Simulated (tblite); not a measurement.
# BrFH3Si: the cost of one run

Programs: tblite 0.8.0 and PySCF 2.14.0. All values are calculated, for the isolated system unless a continuum is named. Atoms count from 0, parts from 1.

## (1) The system as given

6 atoms, charge -1, multiplicity 1; geometry: rigid parts in contact. Parts: 1 = atoms 0–4, `[SiH3]Br`, charge 0; 2 = atom 5, `[F-]`, charge -1.

## (2) Bringing the parts together with GFN2-xTB

What the job is given:

```
{"job": {"kind": "dock", "xc": "GFN2-xTB", "basis": "xTB"}, "charge": -1, "multiplicity": 1, "parts": [{"atoms": "0-4", "charge": 0, "multiplicity": 1}, {"atoms": "5-5", "charge": -1, "multiplicity": 1}]}
Si     0.076267    -0.092377    -0.168961
Br    -0.734405     0.894626     1.634787
H      0.455755    -1.430477     0.253409
H     -1.008087    -0.089502    -1.136862
H      1.210470     0.717730    -0.582373
F      0.204750     1.993492    -1.707653
```

Level: GFN2-xTB search for minima from random contacts, gas phase.

On the command line:

```
$ OMP_NUM_THREADS=1 python cluster_run.py task.json out
```

This one command runs all jobs of the session in turn.

Q: Estimate the wall time of this first job on 1 thread of Arm Neoverse N1, shared host.

About 7.4 s.
